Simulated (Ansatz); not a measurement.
**triplet CH7NOSi: levels of theory compared**

We compute a comparison of 6 runs (UHF/cc-pVDZ, UB2PLYP/cc-pVDZ, UHSE06/cc-pVDZ, USVWN5/cc-pVDZ, RPA@PBE0/cc-pVDZ, UCCSD(T)/cc-pVDZ) of triplet CH7NOSi. 

Program for the calculation: Ansatz 0.2.0.

123 further runs of the same task are left out: 123 set aside as unsound or not needed.

## Step 1: The system as given

The species is CH7NOSi (11 atoms), meant as a triplet with charge 0. As SMILES of the parent species, `CO[SiH2]N`. The shape is that of a PBE0-D4/def2-TZVP optimisation. This is one conformer, not always the lowest. That shape belongs to the parent species and isn't relaxed for this state.

Bond lengths: C1–O2 1.407 Å, O2–Si3 1.648 Å, Si3–N4 1.701 Å, C1–H5 1.097 Å, C1–H6 1.091 Å, C1–H7 1.097 Å, Si3–H8 1.488 Å, Si3–H9 1.488 Å, N4–H10 1.007 Å, N4–H11 1.007 Å. Some angles: C1–O2–Si3 122.1°, O2–Si3–N4 112.5°, O2–C1–H5 111.7°, O2–C1–H6 108.5°, O2–C1–H7 111.7°, O2–Si3–H8 108.4°, O2–Si3–H9 108.6°, N4–Si3–H8 108.4°, N4–Si3–H9 108.2°, Si3–N4–H10 120.7°.

## Step 2: A single-point energy at UHF/cc-pVDZ (run 1)

Input file input.yaml:

```yaml
crystal:
  periodic: [false, false, false]
  atoms:
    - symbol: C
      position_ang: [-0.655300, 1.711900, 0.500200]
    - symbol: O
      position_ang: [-0.610600, 0.508700, -0.227100]
    - symbol: Si
      position_ang: [0.533800, -0.642700, 0.054300]
    - symbol: N
      position_ang: [0.344700, -2.006900, -0.943700]
    - symbol: H
      position_ang: [0.258400, 2.302900, 0.362300]
    - symbol: H
      position_ang: [-1.501500, 2.301200, 0.142400]
    - symbol: H
      position_ang: [-0.790700, 1.531800, 1.573800]
    - symbol: H
      position_ang: [0.421900, -1.079900, 1.472300]
    - symbol: H
      position_ang: [1.874600, -0.055000, -0.212100]
    - symbol: H
      position_ang: [-0.403400, -2.661100, -0.783300]
    - symbol: H
      position_ang: [0.593600, -1.968000, -1.918400]
basis:
  gaussian: {orbitals: cc-pVDZ}
accuracy: high
magnetization: {spin_polarized: true, initial_magnetization: 2}
hamiltonian: {xc: hf}
output: {orbitals: {seedname: orbitals}}
```

On the command line:

```sh
$ ansatz run input.yaml --threads 1 --pin off --max-ram 3480MiB --events-out events.jsonl --progress --plain --runs-dir runs
```

What it wrote:

```text
Warning: RAYON_NUM_THREADS=1 ignored (pool sized by the plan → 1); use --threads N
Functional definition: HF
  name "HF"
  exchange = exact_x
  correlation = 0
2294 factors; integrals over basis functions are off by at most 6.4e-9 eV
mean field evaluation 1: about -12509.7702 eV, gradient 2.8e1 eV
mean field evaluation 2: about -12509.8896 eV, gradient 2.8e1 eV
mean field evaluation 4: about -12514.5320 eV, gradient 3.9e0 eV
mean field evaluation 8: about -12515.3341 eV, gradient 5.1e-1 eV
mean field evaluation 16: about -12515.3495 eV, gradient 6.8e-2 eV
mean field evaluation 32: about -12515.6893 eV, gradient 1.3e-7 eV
mean field evaluation 64: about -12515.4125 eV, gradient 3.7e-1 eV
mean field evaluation 96: about -12515.3461 eV, gradient 1.9e-1 eV
mean field evaluation 128: about -12515.5209 eV, gradient 7.8e-1 eV
mean field evaluation 160: about -12514.4734 eV, gradient 6.4e-1 eV
mean field evaluation 192: about -12511.5142 eV, gradient 5.1e0 eV
mean field evaluation 224: about -12513.5914 eV, gradient 4.6e0 eV
mean field evaluation 256: about -12510.6910 eV, gradient 2.3e1 eV
mean field evaluation 288: about -12513.5594 eV, gradient 9.5e0 eV
mean field evaluation 320: about -12513.5857 eV, gradient 9.0e0 eV
mean field evaluation 352: about -12513.8567 eV, gradient 5.2e0 eV
mean field evaluation 384: about -12517.4566 eV, gradient 2.4e-1 eV
mean field evaluation 416: about -12515.3498 eV, gradient 2.2e-1 eV
mean field -12517.46106984 eV, -460.0082096768 hartree, gradient 2.9e-8 eV, S^2 2.007081; 2 other end points of the search recorded, 0 dependent functions left out
reference -12517.46106984 eV, -460.0082096768 hartree; 22, 20 occupied and 73, 75 virtual orbitals, 2294 factors
Total energy: -12517.46106984 eV, -460.0082096768 hartree
```

It took 20 s on 1 thread of Arm Neoverse V2, shared host; peak memory 0.47 GiB.

## Step 3: The energy at UB2PLYP/cc-pVDZ (run 2)

Input file in.yaml:

```yaml
basis:
  gaussian:
    orbitals: cc-pVDZ
crystal:
  periodic: [false, false, false]
  atoms:
    - {symbol: C, position_ang: [-0.655300, 1.711900, 0.500200]}
    - {symbol: O, position_ang: [-0.610600, 0.508700, -0.227100]}
    - {symbol: Si, position_ang: [0.533800, -0.642700, 0.054300]}
    - {symbol: N, position_ang: [0.344700, -2.006900, -0.943700]}
    - {symbol: H, position_ang: [0.258400, 2.302900, 0.362300]}
    - {symbol: H, position_ang: [-1.501500, 2.301200, 0.142400]}
    - {symbol: H, position_ang: [-0.790700, 1.531800, 1.573800]}
    - {symbol: H, position_ang: [0.421900, -1.079900, 1.472300]}
    - {symbol: H, position_ang: [1.874600, -0.055000, -0.212100]}
    - {symbol: H, position_ang: [-0.403400, -2.661100, -0.783300]}
    - {symbol: H, position_ang: [0.593600, -1.968000, -1.918400]}
magnetization:
  spin_polarized: true
  initial_magnetization: 2
hamiltonian:
  xc: {name: B2PLYP}
correlation:
  frozen_orbitals: {C: 1, H: 0, "N": 1, O: 1, Si: 5}
accuracy: high
output: {orbitals: {seedname: orbitals}}
```

On the command line:

```sh
$ ansatz run in.yaml --threads 1 --pin off --max-ram 3480MiB --events-out events.jsonl --progress --plain --runs-dir runs
```

What it wrote:

```text
Warning: RAYON_NUM_THREADS=1 ignored (pool sized by the plan → 1); use --threads N
Functional definition: B2PLYP
  name "B2PLYP"
  parameter a = 0.53
  parameter c = 0.27
  exchange = (1 - a)*b88_x + a*exact_x
  correlation = (1 - c)*lyp_c + c*(mp2_os + mp2_ss)
2294 factors; integrals over basis functions are off by at most 6.4e-9 eV
mean field evaluation 1: about -12538.2674 eV, gradient 3.8e1 eV
mean field evaluation 2: about -12538.3429 eV, gradient 3.8e1 eV
mean field evaluation 4: about -12542.8955 eV, gradient 2.1e1 eV
mean field evaluation 8: about -12545.5507 eV, gradient 5.5e0 eV
mean field evaluation 16: about -12546.7727 eV, gradient 9.2e-2 eV
mean field evaluation 32: about -12545.6995 eV, gradient 3.4e0 eV
mean field -12546.77309256 eV, -461.0854066434 hartree, gradient 3.6e-8 eV, S^2 2.003779; 2 other end points of the search recorded, 0 dependent functions left out
8 core orbitals not correlated: weight in the atoms' cores, before any rotation towards them, 1.000 or more for the frozen orbitals, at most 0.000 for the correlated occupied ones
reference -12546.77312199 eV, -461.0854077249 hartree; 14, 12 occupied and 73, 75 virtual orbitals, 2294 factors
second order -19.06518945 eV of doubles, -0.00000000 eV of singles
Total energy: -12551.92072314 eV, -461.2745785780 hartree
```

Wall time 22 s (1 thread of Arm Neoverse V2, shared host); peak memory 0.63 GiB.

Runs 3 to 5 aren't shown in full; the table further down has their settings and results.

## Step 4: A single-point energy at UCCSD(T)/cc-pVDZ (run 6)

Input file run.yaml:

```yaml
crystal:
  periodic: [false, false, false]
  atoms:
    - {symbol: C, position_ang: [-0.655300, 1.711900, 0.500200]}
    - {symbol: O, position_ang: [-0.610600, 0.508700, -0.227100]}
    - {symbol: Si, position_ang: [0.533800, -0.642700, 0.054300]}
    - {symbol: N, position_ang: [0.344700, -2.006900, -0.943700]}
    - {symbol: H, position_ang: [0.258400, 2.302900, 0.362300]}
    - {symbol: H, position_ang: [-1.501500, 2.301200, 0.142400]}
    - {symbol: H, position_ang: [-0.790700, 1.531800, 1.573800]}
    - {symbol: H, position_ang: [0.421900, -1.079900, 1.472300]}
    - {symbol: H, position_ang: [1.874600, -0.055000, -0.212100]}
    - {symbol: H, position_ang: [-0.403400, -2.661100, -0.783300]}
    - {symbol: H, position_ang: [0.593600, -1.968000, -1.918400]}
basis:
  gaussian:
    orbitals: cc-pVDZ
magnetization:
  spin_polarized: true
  initial_magnetization: 2
correlation:
  method: ccsd_t
  frozen_orbitals: {C: 1, H: 0, "N": 1, O: 1, Si: 5}
accuracy: high
scf:
  omitted_lower_state_checks: [cluster_reference, increment]
```

On the command line:

```sh
$ ansatz run run.yaml --threads 1 --pin off --max-ram 3480MiB --events-out events.jsonl --progress --plain --runs-dir runs
```

What it wrote:

```text
Warning: RAYON_NUM_THREADS=1 ignored (pool sized by the plan → 1); use --threads N
[... 16 lines left out ...]
8 core orbitals not correlated: weight in the atoms' cores, before any rotation towards them, 1.000 or more for the frozen orbitals, at most 0.000 for the correlated occupied ones
[... 34 lines left out ...]
Total energy: -12534.94428948 eV, -460.6507061481 hartree
Checks for a lower state left out: cluster_reference, increment
```

Run time: 2.1 min. Hardware: 1 thread of Arm Neoverse V2, shared host; peak memory 1.3 GiB.

## Step 5: All runs side by side

```
run             level  frozen core orbitals  energy (Eh)  HOMO energy (eV)   ⟨S²⟩  wall time
  1       UHF/cc-pVDZ                     –  -460.008210             -2.71  2.007       20 s
  2   UB2PLYP/cc-pVDZ                     8  -461.274579             -1.83  2.004       22 s
  3    UHSE06/cc-pVDZ                     –  -461.247067             -1.10  2.003       28 s
  4    USVWN5/cc-pVDZ                     –  -459.028715             -0.40  2.002       14 s
  5  RPA@PBE0/cc-pVDZ                     8  -460.863964                 –  2.003       56 s
  6  UCCSD(T)/cc-pVDZ                     8  -460.650706                 –  2.007    2.1 min
```

## Step 6: What came out

| quantity | value |
| --- | --- |
| run 6: total energy | -460.65071 Eh |
| run 6: correlation energy (8 core orbitals frozen) | -642.5 mEh |
| run 6: (T) correction | -15.70 mEh |
| run 6: ⟨S²⟩ of the reference determinant | 2.007 |
| run 6: T1 diagnostic | 0.017 |

**Reading.** Totals of different functionals can't be ranked against each other. All runs together took 4.4 min, the longest 2.1 min.
